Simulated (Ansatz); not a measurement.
# ZrB2: how the settings move a single-point run

How sensitive is a single-point run of ZrB2 to its settings? A reference run comes first, then one run with altered input.

Computed with Ansatz 0.2.0 (reference: DFT, r2SCAN, PAW with Ansatz's default frozen-core files, scalar-relativistic, unless a step's input says otherwise).

## Step 1: The structure to begin with

Symmetry: Cmmm, No. 65, orthorhombic system. Conventional cell: a = 3.170 Å, b = 5.491 Å, c = 3.533 Å, α = 90.00°, β = 90.00°, γ = 90.00°. Zr (site symmetry mmm) has 12 B at 2.44 to 2.80 Å as nearest neighbours. Around B (site symmetry m2m) lie 1 B at 1.13 Å.

Structure file:

```cif
data_structure
_symmetry_space_group_name_H-M 'Cmmm'
_symmetry_Int_Tables_number 65
_cell_length_a 3.1700
_cell_length_b 5.4906
_cell_length_c 3.5330
_cell_angle_alpha 90.000
_cell_angle_beta 90.000
_cell_angle_gamma 90.000
_cell_volume 61.49
loop_
_atom_site_label
_atom_site_type_symbol
_atom_site_symmetry_multiplicity
_atom_site_Wyckoff_symbol
_atom_site_fract_x
_atom_site_fract_y
_atom_site_fract_z
_atom_site_occupancy
Zr1 Zr 2 a 0.00000 0.00000 0.00000 1
B1 B 4 j 0.50000 0.10333 0.50000 1
```

## Step 2: The reference run

The input, input.yaml:

```yaml
crystal:
  lattice:
    - [3.17, 0.0, 0.0]
    - [-1.585, 2.74530053, 0.0]
    - [0.0, 0.0, 3.533]
  atoms:
    - { symbol: Zr, position: [0.0, 0.0, 0.0] }
    - { symbol: B, position: [0.2066666666, 0.6033333334, 0.5] }
    - { symbol: B, position: [0.7933333334, 0.3966666666, 0.5] }
kpoints:
  mp_grid: { grid: [10, 10, 8] }
scf:
  occupations: { method: fermi_dirac, width: 0.05 }
hamiltonian:
  xc: r2scan
  pseudopotentials: { kind: paw }
output:
  forces: true
  stress: true
  eigenvalues: true
  efg: { contact_densities: true }
  populations: true
```

Launch:

```bash
ansatz run input.yaml --threads 1 --pin off --max-ram 3072MiB --backend cpu --events-out ev --progress --plain --runs-dir out
```

## Step 3: Changed: mp_grid.shift [0.5, 0.5, 0.5], scf.algorithm direct_min

input.yaml: that of step 2 with these lines changed.

```diff
@@ -10,5 +10,6 @@
 kpoints:
-  mp_grid: { grid: [10, 10, 8] }
+  mp_grid: { grid: [10, 10, 8], shift: [0.5, 0.5, 0.5] }
 scf:
   occupations: { method: fermi_dirac, width: 0.05 }
+  algorithm: direct_min
 hamiltonian:
```

**Question.** What will these runs give? Wanted: for each run, ending; energy change; pressure; gap; force.

The runs gave:

```
                                                       run     ending  energy change  pressure (GPa)  gap (eV)  force (eV/Å)  cycles  time
                                                 reference  converged              0            65.3      0.00         33.72       7  13 s
1: mp_grid.shift [0.5, 0.5, 0.5], scf.algorithm direct_min  converged  -1.5 meV/atom            65.2      0.00         33.68       5  34 s
```

Residual by cycle in the longest SCF loop of each run; runs are numbered as in the table. The quantity is the density residual dr2, in eV.

```
cycle  reference   run 1
    1     0.0698  0.0708
    2     0.0187  0.0157
    3     3.1e-4  2.5e-4
    4     1.9e-5  9.5e-7
    5     8.0e-7  9.1e-9
    6     1.1e-7       -
    7     2.2e-9       -
```

What this shows: Changing the k-point mesh and solver moves the energy by -1.5 meV/atom, and the largest force goes from 33.72 to 33.68 eV/Å. Sampling errors of the energy have no fixed sign. Of the settings changed, the mesh is the one that moves energies this far. Cost: 5 SCF cycles against 7, 34 s against 13 s. The structure is not at rest: the sound run finds 65 GPa, so these are no properties of the relaxed crystal. 
